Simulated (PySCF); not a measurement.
# NaPb: from the state search to spectroscopic constants

One table from this session's results is given with a row withheld; the runs are named, their logs left out.

Program: PySCF 2.14.0. Level of theory: Na aug-cc-pVDZ, Pb aug-cc-pVDZ-PP with ECP60, scalar-relativistic core potentials. These are calculated values, not measurements.

The first run:

The job is set up so:

| Quantity | Value |
| --- | --- |
| atoms | Na, Pb |
| charge | 0 |
| basis | Na aug-cc-pVDZ, Pb aug-cc-pVDZ-PP with ECP60 |
| Hamiltonian | scalar-relativistic core potentials |
| basis functions | 59 |
| electrons treated | 33 |
| masses in u | 22.9898, 207.9766 |
| levels | PBE0, PBE, r²SCAN, LDA, BP86, B3LYP, CAM-B3LYP, HF, MP2, SCS-MP2, CCSD, CCSD(T) |
| grid | 80 radial by 434 angular points |
| occupations | held fixed by the projection of orbital angular momentum |
| dissociation limit | Na + Pb, each in its ground configuration |
| starting distance in angstrom | 2.970 |
| values of 2S to try | 1, 3 |

On the command line:

```console
OMP_NUM_THREADS=1 python dia.py task.json out
```

Steps of the session up to this table: Input; First curve: PBE0; Other states along the same grid; PBE (GGA); r²SCAN; LDA; BP86; B3LYP (global hybrid GGA); CAM-B3LYP; UHF (mean field); Adding correlation.

One of the session's tables, all rows but one given; the rest of the session is left out.

Energy (eV) from each level's lowest point:

```
R (Å)    UHF  UHF-MP2  UHF-SCS-MP2    LDA    PBE
2.570  0.340    0.295        0.293  0.189  0.276
2.689  0.162    0.138        0.137  0.072  0.126
2.809  0.059    0.048        0.047  0.015  0.042
2.898  0.018    0.013        0.012  0.000  0.011
2.988  0.000    0.000        0.000  0.002  0.000
3.078      ?        ?            ?      ?      ?
3.197  0.021    0.035        0.034  0.056  0.029
3.347  0.071    0.098        0.095  0.120  0.081
3.526  0.150    0.197        0.190  0.213  0.160
3.765  0.267    0.353        0.334  0.347  0.277
```

Estimate the missing values for R (Å) = 3.078.

Worked estimate for «UHF». A straight line through the neighbours (2.988, 0.000) and (3.197, 0.021) gives 0.000 + (0.021 − 0.000) × (3.078 − 2.988) / (3.197 − 2.988) = 0.009; a parabola fitted to 4 rows on both sides gives 0.002.

The run gave: UHF: 0.000; UHF-MP2: 0.006; UHF-SCS-MP2: 0.005; LDA: 0.018; PBE: 0.005. In «UHF» the line misses by +0.009 and the parabola by +0.002.
